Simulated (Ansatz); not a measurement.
# [Cu(NH3)2]+ (CuN2H6+): a spread of methods and bases

Aim: run [Cu(NH3)2]+ (CuN2H6+) under a spread of inputs, and see what each costs and gives.

Program: Ansatz 0.2.0, Gaussian basis. Level of theory: the settings change from run to run. These are calculated values, not measurements.

## Step 1: The molecule

The geometry comes from an earlier relaxation with PBE0-D4 in a triple-zeta def2 set; it is a stationary point, not always the lowest conformer.

9 atoms, charge 1, spin multiplicity 1.

Atoms are counted from 1 here; the program's logs count them from 0.

Bond lengths: Cu1–N2 1.924 Å, Cu1–N6 1.924 Å, N2–H3 1.017 Å, N2–H4 1.017 Å, N2–H5 1.017 Å, N6–H7 1.017 Å, N6–H8 1.017 Å, N6–H9 1.017 Å. Angles: N2–Cu1–N6 180.0°, Cu1–N2–H3 112.2°, Cu1–N2–H4 112.2°, Cu1–N2–H5 112.2°, H3–N2–H4 106.6°, H3–N2–H5 106.6°, H4–N2–H5 106.6°, Cu1–N6–H7 112.2°, Cu1–N6–H8 112.2°, Cu1–N6–H9 112.2°, H7–N6–H8 106.6°, H7–N6–H9 106.6°, H8–N6–H9 106.6°.

## Step 2: RPBE/STO-3G

This run has atoms shaken by 0.03 Å, relativity set to scalar, the search for lower states set to off.

Input file in.yaml:

```yaml
crystal:
  periodic: [false, false, false]
  atoms:
    - {symbol: Cu, position_ang: [-0.011315, 0.017819, 0.022537]}
    - {symbol: N, position_ang: [-0.024453, 0.001078, 1.906172]}
    - {symbol: H, position_ang: [-0.408233, 0.836828, 2.302815]}
    - {symbol: H, position_ang: [0.946350, -0.071581, 2.317047]}
    - {symbol: H, position_ang: [-0.532942, -0.763386, 2.313658]}
    - {symbol: N, position_ang: [0.030884, 0.021088, -1.949055]}
    - {symbol: H, position_ang: [-0.928244, -0.044829, -2.290960]}
    - {symbol: H, position_ang: [0.531849, -0.764021, -2.311527]}
    - {symbol: H, position_ang: [0.475198, 0.750101, -2.299509]}
basis:
  gaussian: {orbitals: STO-3G}
total_charge: 1
hamiltonian: {xc: {name: RPBE}, pseudopotentials: {relativity: scalar}}
scf: {lower_state_search: off}
```

On the command line:

```
ansatz run in.yaml --threads 2 --pin off --events-out ev --progress --plain --max-ram 4352MiB
```

Standard output:

```text
Functional definition: RPBE
  name "RPBE"
  cite "Hammer, Hansen & Nørskov, Phys. Rev. B 59, 7413 (1999) doi:10.1103/PhysRevB.59.7413"
  cite "Perdew, Burke & Ernzerhof, Phys. Rev. Lett. 77, 3865 (1996) doi:10.1103/PhysRevLett.77.3865"
  parameter kappa = 0.804
  parameter beta = 0.06672455060314922
  exchange = rpbe_x(kappa = kappa, mu = beta*pi^2/3)
  correlation = pbe_c(beta = beta)
these checks for a lower state are left out or cut short: stability, starts, cluster_reference, orbital_swaps, neighbouring_geometries, increment
371 factors; integrals over basis functions are off by at most 7.6e-4 eV
mean field evaluation 1: about -46803.6179 eV, gradient 1.6e2 eV
mean field evaluation 2: about -47019.8217 eV, gradient 1.9e2 eV
mean field evaluation 4: about -47403.7796 eV, gradient 6.6e1 eV
mean field evaluation 8: about -47403.7796 eV, gradient 6.6e1 eV
mean field evaluation 16: about -47463.1149 eV, gradient 6.5e-1 eV
mean field evaluation 32: about -47463.0683 eV, gradient 2.2e-2 eV
mean field -47463.06829577 eV, -1744.2355882465 hartree, gradient 7.1e-6 eV, S^2 0.000000; 0 other end points of the search recorded, 0 dependent functions left out
reference -47463.06832267 eV, -1744.2355892351 hartree; 24, 24 occupied and 10, 10 virtual orbitals, 371 factors
Total energy: -47463.06832267 eV, -1744.2355892351 hartree
Relativity: scalar
Checks for a lower state left out: stability, starts, cluster_reference, orbital_swaps, neighbouring_geometries, increment
```

It took 4.6 s on 2 threads of Intel Xeon Platinum 8259CL at 2.50GHz, shared host.

## Step 3: LC-wPBE/def2-mTZVPP

Options: atoms shaken by 0.03 Å.

Input file in.yaml:

```yaml
crystal:
  periodic: [false, false, false]
  atoms:
    - {symbol: Cu, position_ang: [0.001635, 0.029151, 0.010681]}
    - {symbol: N, position_ang: [0.036925, -0.042141, 1.954103]}
    - {symbol: H, position_ang: [-0.435178, 0.817902, 2.337753]}
    - {symbol: H, position_ang: [0.930557, -0.065695, 2.297437]}
    - {symbol: H, position_ang: [-0.509169, -0.775112, 2.325280]}
    - {symbol: N, position_ang: [0.055432, 0.025436, -1.932151]}
    - {symbol: H, position_ang: [-0.950500, -0.008647, -2.258749]}
    - {symbol: H, position_ang: [0.463186, -0.793936, -2.309550]}
    - {symbol: H, position_ang: [0.502946, 0.875947, -2.281806]}
basis:
  gaussian: {orbitals: def2-mTZVPP}
total_charge: 1
hamiltonian: {xc: {name: LC-wPBE}}
```

The command is unchanged.

Standard output, cut to the lines that bear on the results:

```text
Functional definition: LC-wPBE
  name "LC-wPBE"
  cite "Vydrov & Scuseria, J. Chem. Phys. 125, 234109 (2006) doi:10.1063/1.2409292"
  cite "Heyd & Scuseria, J. Chem. Phys. 120, 7274 (2004) doi:10.1063/1.1668634"
  cite "Ernzerhof & Perdew, J. Chem. Phys. 109, 3313 (1998) doi:10.1063/1.476928"
  cite "Perdew, Burke & Ernzerhof, Phys. Rev. Lett. 77, 3865 (1996) doi:10.1103/PhysRevLett.77.3865"
  parent pbe
[...]
1035 factors; their error is unknown
354 factors; integrals over basis functions are off by at most 1.5e-5 eV
[...]
mean field -47708.85734171 eV, -1753.2681690829 hartree, gradient 5.6e-5 eV, S^2 0.000000; 0 other end points of the search recorded, 0 dependent functions left out
reference -47708.85734172 eV, -1753.2681690832 hartree; 24, 24 occupied and 87, 87 virtual orbitals, 1035 factors
Total energy: -47708.85734172 eV, -1753.2681690832 hartree
```

Run time: 3.1 s. Hardware: 2 threads of Intel Xeon Platinum 8259CL at 2.50GHz, shared host.

## Step 4: HSE06/def2-mTZVPP

Options: charge 0, multiplicity 2, coordinates scaled by 0.92, D3(BJ) with three-body dispersion, the search for lower states set to full.

Input file in.yaml:

```yaml
crystal:
  periodic: [false, false, false]
  atoms:
    - {symbol: Cu, position_ang: [0.000008, -0.000003, -0.000001]}
    - {symbol: N, position_ang: [-0.003359, -0.013077, 1.769757]}
    - {symbol: H, position_ang: [-0.386689, 0.761754, 2.128736]}
    - {symbol: H, position_ang: [0.860593, -0.073039, 2.124949]}
    - {symbol: H, position_ang: [-0.486003, -0.735783, 2.117492]}
    - {symbol: N, position_ang: [0.003359, 0.013074, -1.769755]}
    - {symbol: H, position_ang: [-0.862497, 0.016758, -2.125351]}
    - {symbol: H, position_ang: [0.436373, -0.735259, -2.128454]}
    - {symbol: H, position_ang: [0.438205, 0.765566, -2.117365]}
basis:
  gaussian: {orbitals: def2-mTZVPP}
magnetization: {spin_polarized: true, initial_magnetization: 1}
hamiltonian: {xc: {name: HSE06}, dispersion: d3bjatm}
scf: {lower_state_search: full}
```

Launched as before.

Standard output, cut to the lines that bear on the results:

```text
Functional definition: HSE06
  name "HSE06"
  cite "Heyd, Scuseria & Ernzerhof, J. Chem. Phys. 118, 8207 (2003) doi:10.1063/1.1564060"
  cite "Krukau, Vydrov, Izmaylov & Scuseria, J. Chem. Phys. 125, 224106 (2006) doi:10.1063/1.2404663"
  cite "Heyd & Scuseria, J. Chem. Phys. 120, 7274 (2004) doi:10.1063/1.1668634"
  cite "Ernzerhof & Perdew, J. Chem. Phys. 109, 3313 (1998) doi:10.1063/1.476928"
  cite "Perdew, Burke & Ernzerhof, Phys. Rev. Lett. 77, 3865 (1996) doi:10.1103/PhysRevLett.77.3865"
  parent pbe
[...]
  # The whole range is PBE's own exchange, as in plane waves. The composition of these papers is wPBEh.
[...]
1090 factors; their error is unknown
81 factors; integrals over basis functions are off by at most 7.2e-7 eV
[...]
mean field -47707.36976911 eV, -1753.2135017980 hartree, gradient 3.1e-5 eV, S^2 0.751969; 4 other end points of the search recorded, 0 dependent functions left out
reference -47707.36982915 eV, -1753.2135040045 hartree; 25, 24 occupied and 86, 87 virtual orbitals, 1090 factors
Total energy: -47707.45680054 eV, -1753.2167001440 hartree
```

It took 18 s on 2 threads of Intel Xeon Platinum 8259CL at 2.50GHz, shared host.

⟨S²⟩ 0.752.

## Step 5: wPBEh/def2-TZVP

Input file in.yaml:

```yaml
crystal:
  periodic: [false, false, false]
  atoms:
    - {symbol: Cu, position_ang: [0.000008, -0.000004, -0.000001]}
    - {symbol: N, position_ang: [-0.003651, -0.014214, 1.923649]}
    - {symbol: H, position_ang: [-0.420314, 0.827993, 2.313844]}
    - {symbol: H, position_ang: [0.935428, -0.079390, 2.309727]}
    - {symbol: H, position_ang: [-0.528264, -0.799764, 2.301622]}
    - {symbol: N, position_ang: [0.003651, 0.014211, -1.923646]}
    - {symbol: H, position_ang: [-0.937497, 0.018215, -2.310164]}
    - {symbol: H, position_ang: [0.474319, -0.799195, -2.313537]}
    - {symbol: H, position_ang: [0.476309, 0.832137, -2.301483]}
basis:
  gaussian: {orbitals: def2-TZVP}
total_charge: 1
hamiltonian: {xc: {name: wPBEh}}
output: {forces: true}
```

Same command.

Standard output, cut to the lines that bear on the results:

```text
Functional definition: wPBEh
  name "wPBEh"
  cite "Heyd, Scuseria & Ernzerhof, J. Chem. Phys. 118, 8207 (2003) doi:10.1063/1.1564060"
  cite "Krukau, Vydrov, Izmaylov & Scuseria, J. Chem. Phys. 125, 224106 (2006) doi:10.1063/1.2404663"
  cite "Heyd & Scuseria, J. Chem. Phys. 120, 7274 (2004) doi:10.1063/1.1668634"
  cite "Ernzerhof & Perdew, J. Chem. Phys. 109, 3313 (1998) doi:10.1063/1.476928"
  cite "Perdew, Burke & Ernzerhof, Phys. Rev. Lett. 77, 3865 (1996) doi:10.1103/PhysRevLett.77.3865"
  parent pbe
[...]
1116 factors; their error is unknown
81 factors; integrals over basis functions are off by at most 1.4e-6 eV
[...]
mean field -47706.68181106 eV, -1753.1882198061 hartree, gradient 2.7e-5 eV, S^2 0.000000; 0 other end points of the search recorded, 0 dependent functions left out
[...]
reference -47706.68186140 eV, -1753.1882216561 hartree; 24, 24 occupied and 119, 119 virtual orbitals, 1116 factors
Total energy: -47706.68186140 eV, -1753.1882216561 hartree
Atom 0 at     0.000008    -0.000004    -0.000001 Å, force     0.000001    -0.000002     0.000056 eV/Å
Atom 1 at    -0.003651    -0.014214     1.923649 Å, force     0.000020    -0.000067     0.013130 eV/Å
Atom 2 at    -0.420314     0.827993     2.313844 Å, force     0.002649    -0.005320    -0.008318 eV/Å
Atom 3 at     0.935428    -0.079390     2.309727 Å, force    -0.005983     0.000454    -0.008312 eV/Å
Atom 4 at    -0.528264    -0.799764     2.301622 Å, force     0.003337     0.005024    -0.008236 eV/Å
Atom 5 at     0.003651     0.014211    -1.923646 Å, force     0.000016     0.000025    -0.013152 eV/Å
Atom 6 at    -0.937497     0.018215    -2.310164 Å, force     0.005952    -0.000055     0.008282 eV/Å
Atom 7 at     0.474319    -0.799195    -2.313537 Å, force    -0.003003     0.005131     0.008326 eV/Å
Atom 8 at     0.476309     0.832137    -2.301483 Å, force    -0.002990    -0.005190     0.008223 eV/Å
Dipole moment:    -0.000008     0.000003    -0.000000 e Å
```

It took 7 s on 2 threads of Intel Xeon Platinum 8259CL at 2.50GHz, shared host.

Largest force 0.013 eV/Å.

## Step 6: The runs in one table

| level | charge | multiplicity | geometry | functions | energy (eV) | time |
| --- | --- | --- | --- | --- | --- | --- |
| RPBE/STO-3G | 1 | 1 | shaken | 34 | -47463.068 | 4.6 s |
| LC-wPBE/def2-mTZVPP | 1 | 1 | shaken | 111 | -47708.857 | 3.1 s |
| HSE06/def2-mTZVPP | 0 | 2 | scaled | 111 | -47707.457 | 18 s |
| wPBEh/def2-TZVP | 1 | 1 | relaxed | 143 | -47706.682 | 7 s |

## Step 7: Results

| quantity | value |
| --- | --- |
| runs | 4 |
| quickest | LC-wPBE/def2-mTZVPP, 3.1 s |
| slowest | HSE06/def2-mTZVPP, 18 s |

What this shows: The runs differ in state or geometry as well as level, so their energies can't be set against each other. HSE06/def2-mTZVPP took 6 times as long as LC-wPBE/def2-mTZVPP. The jobs differ in tasks and options as well as level. At the PBE0-D4/def2-TZVP geometry and in the same state, runs without warnings or point charges leave forces up to 0.01 eV/Å (wPBEh/def2-TZVP).
